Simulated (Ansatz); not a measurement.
**W vacancy in WSe2**

A defect calculation: W vacancy in WSe2, supercell of 42 sites, in the charges 0, -1, -2.

Program: Ansatz 0.2.0. Level of theory: DFT PBE+D3(BJ), scalar-relativistic, plane waves, PAW. These are calculated values, not measurements.

2 further runs of the same task are left out: 2 set aside as unsound or not needed.

## (1) The system as given

Symmetry: P6_3/mmc, No. 194, hexagonal system. Conventional cell: a = 3.279 Å, b = 3.279 Å, c = 12.789 Å, α = 90.00°, β = 90.00°, γ = 120.00°. Around W (site symmetry -6m2) lie 6 Se at 2.53 Å. Se (site symmetry 3m) has 3 W at 2.53 Å in its first shell of neighbours.

As a file:

```
CELL_PARAMETERS angstrom
3.27902 0.00000 0.00000
-1.63951 2.83971 0.00000
0.00000 0.00000 12.78851
ATOMIC_POSITIONS crystal
W 0.33333 0.66667 0.25000
W 0.66667 0.33333 0.75000
Se 0.33333 0.66667 0.61829
Se 0.66667 0.33333 0.11829
Se 0.33333 0.66667 0.88171
Se 0.66667 0.33333 0.38171
```

It is the result of an earlier relaxation at this level (volume 19.85 Å³/atom; gap on the mesh: 1.00 eV).

The host's static dielectric tensor, from an earlier linear-response run, has a mean of 13.26.

The perfect supercell (rows -2 -3 0; -1 2 0; 0 0 -1 in vectors of this cell) was computed beforehand with the same settings: E(σ→0) = -298564.0429 eV for 42 atoms, gap 1.17 eV on its own mesh.

## (2) Making the defect

The atom at (0.667, 0.333, 0.750) of the supercell is taken out. A small random displacement (spread 0.05 Å) lets the symmetry of the site break. Its neighbours are 6 Se at 2.53 Å.

## (3) Relaxing the defect, charge 0

input.yaml reads:

```yaml
crystal:
  lattice:
    - [-1.6395078583, -8.5191327297, 0.0]
    - [-6.558031433, 5.6794218198, 0.0]
    - [0.0, 0.0, -12.7885054129]
  atoms:
    - { symbol: W, position: [0.5238095238, 0.619047619, 0.75] }
    - { symbol: W, position: [0.380952381, 0.9047619048, 0.75] }
    - { symbol: W, position: [0.2380952381, 0.1904761905, 0.75] }
    - { symbol: W, position: [0.0952380952, 0.4761904762, 0.75] }
    - { symbol: W, position: [0.9523809524, 0.7619047619, 0.75] }
    - { symbol: W, position: [0.8095238095, 0.0476190476, 0.75] }
    - { symbol: W, position: [0.619047619, 0.0952380952, 0.25] }
    - { symbol: W, position: [0.4761904762, 0.380952381, 0.25] }
    - { symbol: W, position: [0.3333333333, 0.6666666667, 0.25] }
    - { symbol: W, position: [0.1904761905, 0.9523809524, 0.25] }
    - { symbol: W, position: [0.0476190476, 0.2380952381, 0.25] }
    - { symbol: W, position: [0.9047619048, 0.5238095238, 0.25] }
    - { symbol: W, position: [0.7619047619, 0.8095238095, 0.25] }
    - { symbol: Se, position: [0.6666666667, 0.3333333333, 0.3817115429] }
    - { symbol: Se, position: [0.5238095238, 0.619047619, 0.3817115429] }
    - { symbol: Se, position: [0.380952381, 0.9047619048, 0.3817115429] }
    - { symbol: Se, position: [0.2380952381, 0.1904761905, 0.3817115429] }
    - { symbol: Se, position: [0.0952380952, 0.4761904762, 0.3817115429] }
    - { symbol: Se, position: [0.9523809524, 0.7619047619, 0.3817115429] }
    - { symbol: Se, position: [0.8095238095, 0.0476190476, 0.3817115429] }
    - { symbol: Se, position: [0.6176164223, 0.0840245012, 0.8801378732], spin: 0.333 }
    - { symbol: Se, position: [0.475698518, 0.3751236265, 0.8791167531], spin: 0.333 }
    - { symbol: Se, position: [0.3333333333, 0.6666666667, 0.8817115429] }
    - { symbol: Se, position: [0.1904761905, 0.9523809524, 0.8817115429] }
    - { symbol: Se, position: [0.0476190476, 0.2380952381, 0.8817115429] }
    - { symbol: Se, position: [0.9144693497, 0.5350443697, 0.8774224854], spin: 0.333 }
    - { symbol: Se, position: [0.7619047619, 0.8095238095, 0.8817115429] }
    - { symbol: Se, position: [0.6666666667, 0.3333333333, 0.1182884571] }
    - { symbol: Se, position: [0.5238095238, 0.619047619, 0.1182884571] }
    - { symbol: Se, position: [0.380952381, 0.9047619048, 0.1182884571] }
    - { symbol: Se, position: [0.2380952381, 0.1904761905, 0.1182884571] }
    - { symbol: Se, position: [0.0952380952, 0.4761904762, 0.1182884571] }
    - { symbol: Se, position: [0.9523809524, 0.7619047619, 0.1182884571] }
    - { symbol: Se, position: [0.8095238095, 0.0476190476, 0.1182884571] }
    - { symbol: Se, position: [0.6286264603, 0.1030449849, 0.6155004246], spin: 0.333 }
    - { symbol: Se, position: [0.4677247589, 0.3801832682, 0.6156233963], spin: 0.333 }
    - { symbol: Se, position: [0.3333333333, 0.6666666667, 0.6182884571] }
    - { symbol: Se, position: [0.1904761905, 0.9523809524, 0.6182884571] }
    - { symbol: Se, position: [0.0476190476, 0.2380952381, 0.6182884571] }
    - { symbol: Se, position: [0.8980086049, 0.5177196741, 0.6140299824], spin: 0.333 }
    - { symbol: Se, position: [0.7619047619, 0.8095238095, 0.6182884571] }
  host:
    lattice:
      - [3.2790157165, 0.0, 0.0]
      - [-1.6395078583, 2.8397109099, 0.0]
      - [0.0, 0.0, 12.7885054129]
    atoms:
      - { symbol: W, position: [0.3333333333, 0.6666666667, 0.25] }
      - { symbol: W, position: [0.6666666667, 0.3333333333, 0.75] }
      - { symbol: Se, position: [0.3333333333, 0.6666666667, 0.6182884571] }
      - { symbol: Se, position: [0.6666666667, 0.3333333333, 0.1182884571] }
      - { symbol: Se, position: [0.3333333333, 0.6666666667, 0.8817115429] }
      - { symbol: Se, position: [0.6666666667, 0.3333333333, 0.3817115429] }
basis:
  ecutwfc: 420
  xc_grid: 2
kpoints:
  mp_grid: { grid: [2, 2, 2], shift: [0.0, 0.0, 0.0] }
hamiltonian:
  xc: pbe
  dispersion: d3bj
scf:
  occupations: { method: gaussian, width: 0.01 }
output:
  forces: true
  stress: false
  eigenvalues: true
  populations: true
  charged_corrections:
    defect_position: [0.66666667, 0.33333333, 0.75]
    epsilon: [[15.7673, 0.0, 0.0], [0.0, 15.7673, 0.0], [0.0, 0.0, 8.2365]]
magnetization:
  spin_polarized: true
relax:
  adjacent_minimum: "off"
  f_tol: 0.025
  max_steps: 60
```

Run with:

```
$ ansatz run input.yaml --threads 8 --pin off --max-ram 22528MiB --backend cpu --events-out ev --progress --plain --runs-dir out
```

The session goes on with these runs: charge 0 again, with another moment; charge state -1; charge -1 again, with another moment; charge state -2; charge -2 again, with another moment.

**Question.** What will these runs give? Wanted: formation energy, neutral; moment, neutral; nearest atoms after relaxation, one image of each, neutral.

As calculated:

| quantity | value |
| --- | --- |
| formation energy, neutral | 5.49 eV |
| moment, neutral | 2.50 μB |
| nearest atoms after relaxation, one image of each, neutral | 1 Se at 2.46 Å, 1 Se at 2.48 Å, 3 Se at 2.49 Å, 1 Se at 2.50 Å |
| level (0/-1) above the valence top | 0.27 eV |
| level (-1/-2) above the valence top | 0.54 eV |

What this shows: The neutral defect costs 5.49 eV against the elements. With elemental W as the reservoir this is the highest cost; W-poor conditions lower it. The neutral defect changes the cell's moment by 2.50 μB (a fraction, from partly filled bands of the small cell). Among the charges computed the stable one is 0 at the valence top, changing to -1 at 0.27 eV, changing to -2 at 0.54 eV, in a gap of 0.87 eV. Levels are placed in the host's Kohn-Sham gap, which is usually too small at this level and squeezes them. With 42 host sites the defect feels its images, so energies are good to tenths of an eV at best. Other minima may exist. Where the defect's electrons or holes spill into a band, band filling in so small a cell adds more. These runs have no spin-orbit coupling; with W it would split and shift bands.

A log calls its force constants unconverged on the k mesh, so modes and the static dielectric constant formed from them are rough.
